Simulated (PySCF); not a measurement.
# C2H8Ge2S: magnetic properties

What do calculations give for the magnetic properties of C2H8Ge2S (`C[C](=S)[GeH2][GeH3]`)?

Computed with PySCF 2.14.0 and routines of our own; the level stands in each step. Atoms count from 0.

## (1) The system as given

13 atoms, charge 0, multiplicity 1; geometry from: PBE0-D3(BJ)/def2-SVP.

## (2) Magnetic properties: GIAO wB97X/pcSseg-1

What the job is given:

```
{"job": {"kind": "mag", "xc": "wB97X", "basis": "pcSseg-1"}, "charge": 0, "multiplicity": 1}
C     -2.085482    -0.332269    -0.767077
C     -1.157546    -0.653847     0.356677
S     -1.067251    -2.115971     1.060553
Ge     0.091860     0.751587     0.963179
Ge     2.187411     0.290096    -0.161451
H     -1.526179     0.090991    -1.619687
H     -2.794614     0.453243    -0.451400
H     -2.646292    -1.218808    -1.095325
H      0.232615     0.665033     2.489256
H     -0.432106     2.151124     0.565562
H      3.230474     1.388525     0.114680
H      1.940332     0.217600    -1.680490
H      2.738336    -1.063990     0.315566
```

Level: GIAO wB97X/pcSseg-1 magnetisability, rotational g tensor and spin-rotation constants, non-relativistic, gas phase.

The run is started by

```bash
OMP_NUM_THREADS=1 python excited_run.py task.json out
```

The driver reads the jobs from task.json and runs them one after another.

Standard output:

```text
coarse grid: 51288 points
cycle   1  E = -4632.6727523329  dE = -1.067e+00  |g| = 1.199e+00  |ddm| = 3.428e+00
cycle   2  E = -4632.6654904921  dE =  7.262e-03  |g| = 1.115e+00  |ddm| = 1.400e+00
cycle   3  E = -4632.8030312598  dE = -1.375e-01  |g| = 1.215e-01  |ddm| = 8.173e-01
cycle   4  E = -4632.8063074205  dE = -3.276e-03  |g| = 6.446e-02  |ddm| = 1.506e-01
cycle   5  E = -4632.8072412273  dE = -9.338e-04  |g| = 7.763e-03  |ddm| = 6.961e-02
cycle   6  E = -4632.8073047575  dE = -6.353e-05  |g| = 3.733e-03  |ddm| = 3.364e-02
cycle   7  E = -4632.8073125410  dE = -7.783e-06  |g| = 1.372e-03  |ddm| = 1.057e-02
final grid: 103216 points
cycle   8  E = -4632.8069186281  dE = -1.786e-06  |g| = 8.624e-04  |ddm| = 4.348e-03
cycle   9  E = -4632.8069188957  dE = -2.676e-07  |g| = 9.707e-04  |ddm| = 1.836e-03
cycle  10  E = -4632.8069191422  dE = -2.464e-07  |g| = 1.925e-04  |ddm| = 9.934e-04
cycle  11  E = -4632.8069192091  dE = -6.699e-08  |g| = 1.332e-04  |ddm| = 7.849e-04
cycle  12  E = -4632.8069192315  dE = -2.231e-08  |g| = 3.971e-05  |ddm| = 5.922e-04
cycle  13  E = -4632.8069192351  dE = -3.692e-09  |g| = 2.675e-05  |ddm| = 1.774e-04
cycle  14  E = -4632.8069192369  dE = -1.793e-09  |g| = 1.300e-05  |ddm| = 1.479e-04
cycle  15  E = -4632.8069192375  dE = -5.612e-10  |g| = 3.134e-06  |ddm| = 1.192e-04
converged SCF energy = -4632.8069192375

Magnetisability tensor (1e-30 J/T^2)
    -1505.10      -20.47      104.59
      -20.47    -1129.88     -229.67
      104.59     -229.67    -1405.27
isotropic -1346.75   principal values   -1605.88  -1444.14   -990.23
isotropic susceptibility -81.103 1e-6 cm^3/mol

Inertial axes            a          b          c
rot. const./GHz      2.2906     0.8273     0.7442
chi total           -87.645    -77.657    -78.008
chi diamagnetic    -624.562  -1454.371  -1566.010
chi paramagnetic    536.917   1376.714   1488.003
quadrupole/D A       -2.692     -0.490      3.182
g nuclear            0.5488     0.5202     0.5063
g electronic        -0.5778    -0.5351    -0.5203
g total             -0.0290    -0.0148    -0.0140

Spin-rotation constants (kHz, H = +C I.J)
atom  isotope        aa         bb         cc
  5     1H       -0.074     -0.097     -0.008
  6     1H       -0.223      0.024     -0.070
  7     1H       -0.054     -0.049     -0.059
  8     1H       -0.197     -0.077      0.027
  9     1H       -0.187      0.015     -0.052
 10     1H        0.005     -0.058     -0.066
 11     1H       -0.198     -0.075      0.013
 12     1H       -0.198     -0.003     -0.051
  0    13C*       0.458      0.176      0.115
  1    13C*       1.214      0.432      0.585
  2    33S*       1.516      0.829      0.747
  3   73Ge*      -0.583     -0.215     -0.189
  4   73Ge*      -0.525     -0.190     -0.177
* in the singly substituted isotopologue
```

Run time: 53 s. Hardware: 1 thread of Arm Neoverse V1, shared host; peak memory 0.99 GiB.

Key values:

```tsv
quantity	value
magnetisability	-1347·10⁻³⁰ J/T²
molar susceptibility	-81.1·10⁻⁶ cm³/mol
rotational g (a, b, c)	-0.0290, -0.0148, -0.0140
```

## (3) Magnetic properties: GIAO BLYP/pcSseg-1

The job, as its differences from that of step 2:

```diff
@@ -1,2 +1,2 @@
-{"job": {"kind": "mag", "xc": "wB97X", "basis": "pcSseg-1"}, "charge": 0, "multiplicity": 1}
+{"job": {"kind": "mag", "xc": "BLYP", "basis": "pcSseg-1"}, "charge": 0, "multiplicity": 1}
 C     -2.085482    -0.332269    -0.767077
```

With the program's defaults for keys left out, this is: GIAO BLYP/pcSseg-1 magnetisability, rotational g tensor and spin-rotation constants, non-relativistic, gas phase.

Standard output:

```text
coarse grid: 51288 points
cycle   1  E = -4632.6572907164  dE = -1.061e+00  |g| = 1.566e+00  |ddm| = 3.582e+00
cycle   2  E = -4632.4570383668  dE =  2.003e-01  |g| = 1.896e+00  |ddm| = 1.928e+00
cycle   3  E = -4632.8004663244  dE = -3.434e-01  |g| = 2.744e-01  |ddm| = 1.597e+00
cycle   4  E = -4632.8033405930  dE = -2.874e-03  |g| = 2.550e-01  |ddm| = 6.149e-01
cycle   5  E = -4632.8217660801  dE = -1.843e-02  |g| = 6.813e-02  |ddm| = 3.021e-01
cycle   6  E = -4632.8231611470  dE = -1.395e-03  |g| = 9.928e-03  |ddm| = 8.668e-02
cycle   7  E = -4632.8231838068  dE = -2.266e-05  |g| = 4.304e-03  |ddm| = 1.827e-02
cycle   8  E = -4632.8231890159  dE = -5.209e-06  |g| = 7.920e-04  |ddm| = 5.886e-03
final grid: 103216 points
cycle   9  E = -4632.8231442134  dE =  1.079e-07  |g| = 1.237e-03  |ddm| = 2.618e-03
cycle  10  E = -4632.8231431768  dE =  1.037e-06  |g| = 2.411e-03  |ddm| = 2.899e-03
cycle  11  E = -4632.8231443501  dE = -1.173e-06  |g| = 8.458e-04  |ddm| = 2.395e-03
cycle  12  E = -4632.8231445592  dE = -2.091e-07  |g| = 6.572e-05  |ddm| = 9.264e-04
cycle  13  E = -4632.8231445605  dE = -1.323e-09  |g| = 1.501e-05  |ddm| = 1.000e-04
cycle  14  E = -4632.8231445606  dE = -6.366e-11  |g| = 2.525e-06  |ddm| = 2.452e-05
converged SCF energy = -4632.8231445606

Magnetisability tensor (1e-30 J/T^2)
    -1469.98      -19.36       90.58
      -19.36    -1104.34     -219.37
       90.58     -219.37    -1374.99
isotropic -1316.44   principal values   -1557.39  -1417.67   -974.25
isotropic susceptibility -79.278 1e-6 cm^3/mol

Inertial axes            a          b          c
rot. const./GHz      2.2906     0.8273     0.7442
chi total           -85.412    -75.686    -76.735
chi diamagnetic    -624.744  -1454.194  -1565.804
chi paramagnetic    539.332   1378.508   1489.069
quadrupole/D A       -2.268     -0.677      2.945
g nuclear            0.5488     0.5202     0.5063
g electronic        -0.5804    -0.5358    -0.5206
g total             -0.0316    -0.0155    -0.0144

Spin-rotation constants (kHz, H = +C I.J)
atom  isotope        aa         bb         cc
  5     1H       -0.067     -0.096     -0.007
  6     1H       -0.219      0.027     -0.072
  7     1H       -0.055     -0.050     -0.060
  8     1H       -0.197     -0.077      0.029
  9     1H       -0.179      0.018     -0.049
 10     1H        0.011     -0.057     -0.066
 11     1H       -0.196     -0.075      0.015
 12     1H       -0.196     -0.001     -0.050
  0    13C*       0.512      0.194      0.131
  1    13C*       1.226      0.442      0.571
  2    33S*       1.530      0.826      0.719
  3   73Ge*      -0.626     -0.231     -0.205
  4   73Ge*      -0.576     -0.210     -0.196
* in the singly substituted isotopologue
```

Wall time 42 s (1 thread of Arm Neoverse V1, shared host); peak memory 0.79 GiB.

In short:

```tsv
quantity	value
magnetisability	-1316·10⁻³⁰ J/T²
molar susceptibility	-79.3·10⁻⁶ cm³/mol
rotational g (a, b, c)	-0.0316, -0.0155, -0.0144
```

## (4) Magnetic properties: GIAO B3LYP/def2-SVP

The job, as its differences from that of step 3:

```diff
@@ -1,2 +1,2 @@
-{"job": {"kind": "mag", "xc": "BLYP", "basis": "pcSseg-1"}, "charge": 0, "multiplicity": 1}
+{"job": {"kind": "mag", "xc": "B3LYP", "basis": "def2-SVP"}, "charge": 0, "multiplicity": 1}
 C     -2.085482    -0.332269    -0.767077
```

Level: GIAO B3LYP/def2-SVP magnetisability, rotational g tensor and spin-rotation constants, non-relativistic, gas phase.

Standard output:

```text
coarse grid: 51288 points
cycle   1  E = -4632.5502743632  dE = -9.909e-01  |g| = 5.917e-01  |ddm| = 3.647e+00
cycle   2  E = -4632.4950064475  dE =  5.527e-02  |g| = 7.589e-01  |ddm| = 1.267e+00
cycle   3  E = -4632.5894051771  dE = -9.440e-02  |g| = 2.137e-01  |ddm| = 9.739e-01
cycle   4  E = -4632.6026923468  dE = -1.329e-02  |g| = 3.153e-02  |ddm| = 2.631e-01
cycle   5  E = -4632.6029467848  dE = -2.544e-04  |g| = 8.462e-03  |ddm| = 4.626e-02
cycle   6  E = -4632.6029718218  dE = -2.504e-05  |g| = 1.748e-03  |ddm| = 1.646e-02
cycle   7  E = -4632.6029723843  dE = -5.625e-07  |g| = 4.938e-04  |ddm| = 1.964e-03
final grid: 103216 points
cycle   8  E = -4632.6029375734  dE =  7.060e-09  |g| = 6.273e-04  |ddm| = 1.688e-03
cycle   9  E = -4632.6029373393  dE =  2.341e-07  |g| = 1.105e-03  |ddm| = 1.777e-03
cycle  10  E = -4632.6029376435  dE = -3.042e-07  |g| = 2.612e-04  |ddm| = 1.371e-03
cycle  11  E = -4632.6029376615  dE = -1.804e-08  |g| = 1.594e-05  |ddm| = 2.780e-04
cycle  12  E = -4632.6029376616  dE = -3.456e-11  |g| = 1.854e-06  |ddm| = 1.752e-05
converged SCF energy = -4632.6029376616

Magnetisability tensor (1e-30 J/T^2)
    -1470.63      -18.61      101.36
      -18.61    -1099.13     -227.13
      101.36     -227.13    -1373.42
isotropic -1314.39   principal values   -1569.76  -1411.24   -962.18
isotropic susceptibility -79.155 1e-6 cm^3/mol

Inertial axes            a          b          c
rot. const./GHz      2.2906     0.8273     0.7442
chi total           -85.491    -75.753    -76.220
chi diamagnetic    -622.905  -1452.158  -1563.730
chi paramagnetic    537.415   1376.405   1487.510
quadrupole/D A       -2.023     -0.767      2.790
g nuclear            0.5488     0.5202     0.5063
g electronic        -0.5783    -0.5350    -0.5201
g total             -0.0295    -0.0147    -0.0138

Spin-rotation constants (kHz, H = +C I.J)
atom  isotope        aa         bb         cc
  5     1H       -0.072     -0.097     -0.008
  6     1H       -0.223      0.025     -0.072
  7     1H       -0.058     -0.050     -0.062
  8     1H       -0.197     -0.078      0.027
  9     1H       -0.181      0.016     -0.051
 10     1H        0.009     -0.058     -0.066
 11     1H       -0.198     -0.075      0.014
 12     1H       -0.199     -0.002     -0.051
  0    13C*       0.427      0.165      0.111
  1    13C*       1.129      0.405      0.541
  2    33S*       1.386      0.765      0.671
  3   73Ge*      -0.542     -0.201     -0.176
  4   73Ge*      -0.500     -0.182     -0.171
* in the singly substituted isotopologue
```

Run time: 25 s. Hardware: 1 thread of Arm Neoverse V1, shared host; peak memory 0.82 GiB.

Key values:

```tsv
quantity	value
magnetisability	-1314·10⁻³⁰ J/T²
molar susceptibility	-79.2·10⁻⁶ cm³/mol
rotational g (a, b, c)	-0.0295, -0.0147, -0.0138
```

## (5) Magnetic properties: GIAO B3LYP/cc-pVDZ

The job, as its differences from that of step 4:

```diff
@@ -1,2 +1,2 @@
-{"job": {"kind": "mag", "xc": "B3LYP", "basis": "def2-SVP"}, "charge": 0, "multiplicity": 1}
+{"job": {"kind": "mag", "xc": "B3LYP", "basis": "cc-pVDZ"}, "charge": 0, "multiplicity": 1}
 C     -2.085482    -0.332269    -0.767077
```

Level: GIAO B3LYP/cc-pVDZ magnetisability, rotational g tensor and spin-rotation constants, non-relativistic, gas phase.

Standard output:

```text
coarse grid: 51288 points
cycle   1  E = -4633.2108212349  dE = -8.882e-01  |g| = 3.578e-01  |ddm| = 6.491e+00
cycle   2  E = -4633.1658399271  dE =  4.498e-02  |g| = 5.159e-01  |ddm| = 1.857e+00
cycle   3  E = -4633.2392415517  dE = -7.340e-02  |g| = 1.766e-01  |ddm| = 1.181e+00
cycle   4  E = -4633.2479515049  dE = -8.710e-03  |g| = 3.429e-02  |ddm| = 3.032e-01
cycle   5  E = -4633.2482882294  dE = -3.367e-04  |g| = 5.529e-03  |ddm| = 7.138e-02
cycle   6  E = -4633.2482986522  dE = -1.042e-05  |g| = 1.477e-03  |ddm| = 1.588e-02
cycle   7  E = -4633.2482992608  dE = -6.086e-07  |g| = 3.649e-04  |ddm| = 4.065e-03
final grid: 103216 points
cycle   8  E = -4633.2482877057  dE =  2.594e-08  |g| = 5.490e-04  |ddm| = 2.724e-03
cycle   9  E = -4633.2482873949  dE =  3.108e-07  |g| = 1.145e-03  |ddm| = 3.070e-03
cycle  10  E = -4633.2482877924  dE = -3.975e-07  |g| = 1.805e-04  |ddm| = 2.003e-03
cycle  11  E = -4633.2482878010  dE = -8.591e-09  |g| = 1.028e-05  |ddm| = 2.984e-04
cycle  12  E = -4633.2482878010  dE = -4.275e-11  |g| = 1.715e-06  |ddm| = 2.757e-05
converged SCF energy = -4633.2482878010

Magnetisability tensor (1e-30 J/T^2)
    -1473.50      -17.48      103.48
      -17.48    -1116.85     -219.88
      103.48     -219.88    -1377.55
isotropic -1322.63   principal values   -1573.93  -1411.60   -982.37
isotropic susceptibility -79.651 1e-6 cm^3/mol

Inertial axes            a          b          c
rot. const./GHz      2.2906     0.8273     0.7442
chi total           -85.863    -76.550    -76.539
chi diamagnetic    -622.709  -1452.149  -1563.854
chi paramagnetic    536.845   1375.599   1487.315
quadrupole/D A       -2.311     -0.736      3.047
g nuclear            0.5488     0.5202     0.5063
g electronic        -0.5777    -0.5347    -0.5200
g total             -0.0289    -0.0144    -0.0138

Spin-rotation constants (kHz, H = +C I.J)
atom  isotope        aa         bb         cc
  5     1H       -0.071     -0.097     -0.008
  6     1H       -0.222      0.026     -0.072
  7     1H       -0.053     -0.050     -0.061
  8     1H       -0.197     -0.077      0.028
  9     1H       -0.182      0.016     -0.050
 10     1H        0.007     -0.058     -0.066
 11     1H       -0.197     -0.075      0.014
 12     1H       -0.198     -0.002     -0.050
  0    13C*       0.427      0.164      0.110
  1    13C*       1.131      0.404      0.540
  2    33S*       1.367      0.732      0.655
  3   73Ge*      -0.510     -0.188     -0.166
  4   73Ge*      -0.468     -0.171     -0.160
* in the singly substituted isotopologue
```

Run time: 26 s. Hardware: 1 thread of Arm Neoverse V1, shared host; peak memory 0.84 GiB.

Key values:

```tsv
quantity	value
magnetisability	-1323·10⁻³⁰ J/T²
molar susceptibility	-79.7·10⁻⁶ cm³/mol
rotational g (a, b, c)	-0.0289, -0.0144, -0.0138
```

## (6) Magnetic properties: GIAO B3LYP/ANO-RCC-VDZP

The job, as its differences from that of step 5:

```diff
@@ -1,2 +1,2 @@
-{"job": {"kind": "mag", "xc": "B3LYP", "basis": "cc-pVDZ"}, "charge": 0, "multiplicity": 1}
+{"job": {"kind": "mag", "xc": "B3LYP", "basis": "ANO-RCC-VDZP"}, "charge": 0, "multiplicity": 1}
 C     -2.085482    -0.332269    -0.767077
```

Level: GIAO B3LYP/ANO-RCC-VDZP magnetisability, rotational g tensor and spin-rotation constants, non-relativistic, gas phase.

ANO-RCC is contracted for a relativistic Hamiltonian, so without one its core functions misfit and properties at heavier nuclei are off.

Standard output:

```text
coarse grid: 51288 points
cycle   1  E = -4606.6297517433  dE =  2.487e-01  |g| = 8.386e-01  |ddm| = 4.541e+00
cycle   2  E = -4606.5477059229  dE =  8.205e-02  |g| = 1.132e+00  |ddm| = 1.361e+00
cycle   3  E = -4606.6967696116  dE = -1.491e-01  |g| = 1.904e-01  |ddm| = 1.018e+00
cycle   4  E = -4606.7071313437  dE = -1.036e-02  |g| = 3.870e-02  |ddm| = 2.720e-01
cycle   5  E = -4606.7075216092  dE = -3.903e-04  |g| = 9.031e-03  |ddm| = 4.681e-02
cycle   6  E = -4606.7075418117  dE = -2.020e-05  |g| = 1.953e-03  |ddm| = 1.096e-02
cycle   7  E = -4606.7075424649  dE = -6.532e-07  |g| = 5.377e-04  |ddm| = 1.849e-03
final grid: 103216 points
cycle   8  E = -4606.7077065183  dE = -4.286e-09  |g| = 6.479e-04  |ddm| = 1.548e-03
cycle   9  E = -4606.7077063575  dE =  1.608e-07  |g| = 1.034e-03  |ddm| = 1.749e-03
cycle  10  E = -4606.7077065790  dE = -2.215e-07  |g| = 2.765e-04  |ddm| = 1.352e-03
cycle  11  E = -4606.7077066004  dE = -2.141e-08  |g| = 2.482e-05  |ddm| = 3.319e-04
cycle  12  E = -4606.7077066005  dE = -1.219e-10  |g| = 2.205e-06  |ddm| = 2.344e-05
converged SCF energy = -4606.7077066005

Magnetisability tensor (1e-30 J/T^2)
    -1485.74      -16.98       98.47
      -16.98    -1152.97     -225.05
       98.47     -225.05    -1409.41
isotropic -1349.37   principal values   -1596.72  -1438.14  -1013.25
isotropic susceptibility -81.261 1e-6 cm^3/mol

Inertial axes            a          b          c
rot. const./GHz      2.2906     0.8273     0.7442
chi total           -86.714    -78.615    -78.454
chi diamagnetic    -624.895  -1454.651  -1566.596
chi paramagnetic    538.180   1376.035   1488.143
quadrupole/D A       -2.805     -0.694      3.498
g nuclear            0.5488     0.5202     0.5063
g electronic        -0.5791    -0.5348    -0.5203
g total             -0.0303    -0.0146    -0.0140

Spin-rotation constants (kHz, H = +C I.J)
atom  isotope        aa         bb         cc
  5     1H       -0.070     -0.097     -0.009
  6     1H       -0.222      0.025     -0.072
  7     1H       -0.050     -0.049     -0.061
  8     1H       -0.194     -0.079      0.025
  9     1H       -0.182      0.013     -0.051
 10     1H       -0.001     -0.056     -0.065
 11     1H       -0.201     -0.075      0.013
 12     1H       -0.199     -0.004     -0.051
  0    13C*       0.467      0.178      0.120
  1    13C*       1.196      0.424      0.561
  2    33S*       1.375      0.733      0.648
  3   73Ge*      -0.297     -0.148     -0.133
  4   73Ge*      -0.180     -0.091     -0.094
* in the singly substituted isotopologue
```

Wall time 48 s (1 thread of Arm Neoverse V1, shared host); peak memory 0.84 GiB.

In short:

```tsv
quantity	value
magnetisability	-1349·10⁻³⁰ J/T²
molar susceptibility	-81.3·10⁻⁶ cm³/mol
rotational g (a, b, c)	-0.0303, -0.0146, -0.0140
```

## (7) Magnetic properties: GIAO B3LYP/6-31G*

The job, as its differences from that of step 6:

```diff
@@ -1,2 +1,2 @@
-{"job": {"kind": "mag", "xc": "B3LYP", "basis": "ANO-RCC-VDZP"}, "charge": 0, "multiplicity": 1}
+{"job": {"kind": "mag", "xc": "B3LYP", "basis": "6-31G*"}, "charge": 0, "multiplicity": 1}
 C     -2.085482    -0.332269    -0.767077
```

With the program's defaults for keys left out, this is: GIAO B3LYP/6-31G* magnetisability, rotational g tensor and spin-rotation constants, non-relativistic, gas phase.

Standard output:

```text
coarse grid: 51288 points
cycle   1  E = -4632.6612734962  dE = -9.389e-01  |g| = 5.993e-01  |ddm| = 3.416e+00
cycle   2  E = -4632.6097524992  dE =  5.152e-02  |g| = 7.647e-01  |ddm| = 1.137e+00
cycle   3  E = -4632.7014611996  dE = -9.171e-02  |g| = 2.004e-01  |ddm| = 8.658e-01
cycle   4  E = -4632.7132047068  dE = -1.174e-02  |g| = 2.997e-02  |ddm| = 2.408e-01
cycle   5  E = -4632.7134364594  dE = -2.318e-04  |g| = 8.613e-03  |ddm| = 4.328e-02
cycle   6  E = -4632.7134618683  dE = -2.541e-05  |g| = 1.700e-03  |ddm| = 1.510e-02
cycle   7  E = -4632.7134624019  dE = -5.335e-07  |g| = 4.183e-04  |ddm| = 1.766e-03
final grid: 103216 points
cycle   8  E = -4632.7134264252  dE =  3.054e-09  |g| = 5.398e-04  |ddm| = 1.386e-03
cycle   9  E = -4632.7134262068  dE =  2.184e-07  |g| = 1.021e-03  |ddm| = 1.604e-03
cycle  10  E = -4632.7134264879  dE = -2.811e-07  |g| = 2.007e-04  |ddm| = 1.207e-03
cycle  11  E = -4632.7134264986  dE = -1.066e-08  |g| = 1.563e-05  |ddm| = 2.074e-04
cycle  12  E = -4632.7134264986  dE = -4.002e-11  |g| = 1.665e-06  |ddm| = 1.363e-05
converged SCF energy = -4632.7134264986

Magnetisability tensor (1e-30 J/T^2)
    -1469.07      -16.23      101.97
      -16.23    -1119.03     -213.96
      101.97     -213.96    -1374.83
isotropic -1320.98   principal values   -1567.57  -1406.58   -988.78
isotropic susceptibility -79.551 1e-6 cm^3/mol

Inertial axes            a          b          c
rot. const./GHz      2.2906     0.8273     0.7442
chi total           -85.632    -76.506    -76.515
chi diamagnetic    -621.790  -1451.499  -1563.483
chi paramagnetic    536.158   1374.993   1486.968
quadrupole/D A       -2.773     -0.742      3.516
g nuclear            0.5488     0.5202     0.5063
g electronic        -0.5770    -0.5344    -0.5199
g total             -0.0281    -0.0142    -0.0136

Spin-rotation constants (kHz, H = +C I.J)
atom  isotope        aa         bb         cc
  5     1H       -0.080     -0.098     -0.010
  6     1H       -0.229      0.023     -0.074
  7     1H       -0.059     -0.053     -0.063
  8     1H       -0.203     -0.079      0.026
  9     1H       -0.189      0.013     -0.052
 10     1H        0.002     -0.060     -0.068
 11     1H       -0.205     -0.077      0.013
 12     1H       -0.206     -0.004     -0.052
  0    13C*       0.435      0.167      0.113
  1    13C*       1.118      0.401      0.532
  2    33S*       1.372      0.738      0.654
  3   73Ge*      -0.525     -0.191     -0.167
  4   73Ge*      -0.478     -0.173     -0.161
* in the singly substituted isotopologue
```

Run time: 22 s. Hardware: 1 thread of Arm Neoverse V1, shared host; peak memory 0.83 GiB.

Key values:

```tsv
quantity	value
magnetisability	-1321·10⁻³⁰ J/T²
molar susceptibility	-79.6·10⁻⁶ cm³/mol
rotational g (a, b, c)	-0.0281, -0.0142, -0.0136
```

## (8) Magnetic properties side by side

```tsv
level	ξ (10⁻³⁰ J/T²)	g(a)	g(b)	gap (eV)	functions	time
GIAO wB97X/pcSseg-1	-1347	-0.0290	-0.0148	8.38	180	53 s
GIAO BLYP/pcSseg-1	-1316	-0.0316	-0.0155	1.89	180	42 s
GIAO B3LYP/def2-SVP	-1314	-0.0295	-0.0147	3.53	150	25 s
GIAO B3LYP/cc-pVDZ	-1323	-0.0289	-0.0144	3.55	140	26 s
GIAO B3LYP/ANO-RCC-VDZP	-1349	-0.0303	-0.0146	3.55	140	48 s
GIAO B3LYP/6-31G*	-1321	-0.0281	-0.0142	3.57	126	22 s
```

## (9) What came out

| quantity | value |
| --- | --- |
| magnetisability (step 2, GIAO wB97X/pcSseg-1) | -1347·10⁻³⁰ J/T² |
| molar susceptibility (step 2, GIAO wB97X/pcSseg-1) | -81.1·10⁻⁶ cm³/mol |
| rotational g (a, b, c) (step 2, GIAO wB97X/pcSseg-1) | -0.0290, -0.0148, -0.0140 |
| magnetisability over the levels | -1349 to -1314·10⁻³⁰ J/T² |

Steps that list no spin-orbit terms leave them out, which matters at and beside the heavy atoms. The magnetisability spreads by 2.6 % over 6 levels, from GIAO B3LYP/ANO-RCC-VDZP (48 s) to GIAO B3LYP/def2-SVP (25 s); the runs took 22 s to 53 s. Vibrational averaging and real surroundings are missing from these values.
